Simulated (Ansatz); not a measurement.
# C3H9ClFNSi: the cost of one run

Method: RKS r2SCAN-D4/STO-3G, in Ansatz 0.2.0.

## (1) Starting point

Bond lengths (14 of 15 bonds, heavy atoms first): Si1–C2 1.870 Å, Si1–F6 1.590 Å, Si1–Cl7 2.128 Å, Si1–N8 1.819 Å, N8–C9 1.470 Å, N8–C13 1.470 Å, C2–H3 1.110 Å, C2–H4 1.110 Å, C2–H5 1.110 Å, C9–H10 1.110 Å, C9–H11 1.110 Å, C9–H12 1.110 Å, C13–H14 1.110 Å, C13–H15 1.110 Å. Angles (14 of 27 angles, heavy atoms first): C2–Si1–F6 109.5°, C2–Si1–Cl7 109.5°, C2–Si1–N8 109.5°, F6–Si1–Cl7 109.5°, F6–Si1–N8 109.5°, Cl7–Si1–N8 109.5°, Si1–N8–C9 120.0°, Si1–N8–C13 120.0°, C9–N8–C13 120.0°, Si1–C2–H3 109.5°, Si1–C2–H4 109.5°, Si1–C2–H5 109.5°, N8–C9–H10 109.5°, N8–C9–H11 109.5°.

Coordinates:

```xyz
16

Si    0.0000    0.0000    0.0000
C     0.0000    0.0000    1.8700
H    -0.9996   -0.3092    2.2405
H     0.7676   -0.7111    2.2405
H     0.2320    1.0203    2.2405
F     1.4994    0.0000   -0.5295
Cl   -1.0032    1.7381   -0.7093
N    -0.8572   -1.4851   -0.6061
C    -1.5991   -2.3398    0.3320
H    -1.2218   -2.1735    1.3626
H    -2.6791   -2.0872    0.2887
H    -1.4574   -3.4051    0.0541
C    -0.8082   -1.8308   -2.0340
H    -1.6103   -1.2865   -2.5747
H     0.1794   -1.5432   -2.4511
H    -0.9565   -2.9241   -2.1559
```

## (2) Preparing the start

File input.yaml:

```yaml
crystal:
  periodic: [false, false, false]
  atoms:
    - { symbol: Si, position_ang: [0.0, 0.0, 0.0] }
    - { symbol: C, position_ang: [0.0, 0.0, 1.87] }
    - { symbol: H, position_ang: [-0.9996, -0.3092, 2.2405] }
    - { symbol: H, position_ang: [0.7676, -0.7111, 2.2405] }
    - { symbol: H, position_ang: [0.232, 1.0203, 2.2405] }
    - { symbol: F, position_ang: [1.4994, 0.0, -0.5295] }
    - { symbol: Cl, position_ang: [-1.0032, 1.7381, -0.7093] }
    - { symbol: "N", position_ang: [-0.8572, -1.4851, -0.6061] }
    - { symbol: C, position_ang: [-1.5991, -2.3398, 0.332] }
    - { symbol: H, position_ang: [-1.2218, -2.1735, 1.3626] }
    - { symbol: H, position_ang: [-2.6791, -2.0872, 0.2887] }
    - { symbol: H, position_ang: [-1.4574, -3.4051, 0.0541] }
    - { symbol: C, position_ang: [-0.8082, -1.8308, -2.034] }
    - { symbol: H, position_ang: [-1.6103, -1.2865, -2.5747] }
    - { symbol: H, position_ang: [0.1794, -1.5432, -2.4511] }
    - { symbol: H, position_ang: [-0.9565, -2.9241, -2.1559] }
basis:
  gaussian: { orbitals: STO-3G }
hamiltonian:
  xc: r2scan
  dispersion: d4
relax:
  f_tol: 0.02
  max_steps: 40
```

On the command line:

```console
> ansatz run input.yaml --threads 1 --pin off --max-ram 2048MiB --backend cpu --events-out ev --progress --plain --runs-dir out
```

**Question.** How long does this run take on 1 thread of Arm Neoverse V2, shared host, and how much memory does it need?

About 88 s, with a peak of 0.22 GiB.
